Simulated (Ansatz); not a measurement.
# C2H2FSi radical: basis-set convergence

Aim: see how fast density functionals converge with the basis set for C2H2FSi radical.

The runs use Ansatz 0.2.0, Gaussian basis; one geometry, several basis sets.

Levels to be run: PBE0-D4/def2-SVP; ωB97M-V/def2-SVP; PBE0-D4/def2-QZVPP; ωB97M-V/def2-QZVPP; the functionals' def2-TZVPP values are taken from earlier runs.

## (1) The geometry

All runs share one geometry, relaxed beforehand with PBE0-D4 in a triple-zeta def2 set.

SMILES `C#C[SiH]F`, 6 atoms, charge 0, spin multiplicity 2.

Atoms are counted from 1 here; the program's logs count them from 0.

Bond lengths: C1–C2 1.209 Å, C1–H5 1.066 Å, C2–Si3 1.806 Å, Si3–F4 1.600 Å, Si3–H6 1.485 Å. Angles: C2–C1–H5 179.1°, C1–C2–Si3 173.2°, C2–Si3–F4 109.8°, C2–Si3–H6 111.2°, F4–Si3–H6 108.3°.

Coordinates:

```xyz
6
charge 0, multiplicity 2
C     0.1181   -0.6800   -1.6057
C     0.1204   -0.2137   -0.4901
Si    0.3383    0.4667    1.1688
F    -0.4780   -0.4123    2.2268
H     0.1003   -1.0892   -2.5903
H    -0.1571    1.8644    1.2443
```

## (2) PBE0-D4 in def2-SVP

File in.yaml:

```yaml
crystal:
  periodic: [false, false, false]
  atoms:
    - {symbol: C, position_ang: [0.118078, -0.680019, -1.605669]}
    - {symbol: C, position_ang: [0.120440, -0.213733, -0.490070]}
    - {symbol: Si, position_ang: [0.338345, 0.466730, 1.168759]}
    - {symbol: F, position_ang: [-0.477998, -0.412278, 2.226785]}
    - {symbol: H, position_ang: [0.100320, -1.089199, -2.590305]}
    - {symbol: H, position_ang: [-0.157085, 1.864399, 1.244299]}
basis:
  gaussian: {orbitals: def2-SVP}
magnetization: {spin_polarized: true, initial_magnetization: 1}
hamiltonian: {xc: pbe0, dispersion: d4}
output: {orbitals: {seedname: orbitals}}
```

Further steps of the session: ωB97M-V in def2-SVP; PBE0-D4 in def2-QZVPP; ωB97M-V in def2-QZVPP.

Q: Predict the results of all the runs planned. Wanted: PBE0-D4: double and triple zeta above quadruple; ωB97M-V: double and triple zeta above quadruple.

**Answer**, as computed:

| quantity | value |
| --- | --- |
| PBE0-D4: double and triple zeta above quadruple | 9.30, 0.54 eV |
| ωB97M-V: double and triple zeta above quadruple | 9.41, 0.50 eV |

**Reading.** For PBE0-D4 the step from double to triple zeta gains 8.75 eV and the next only 0.54 eV. Total energies overstate the basis error of differences, where much of it tends to cancel.
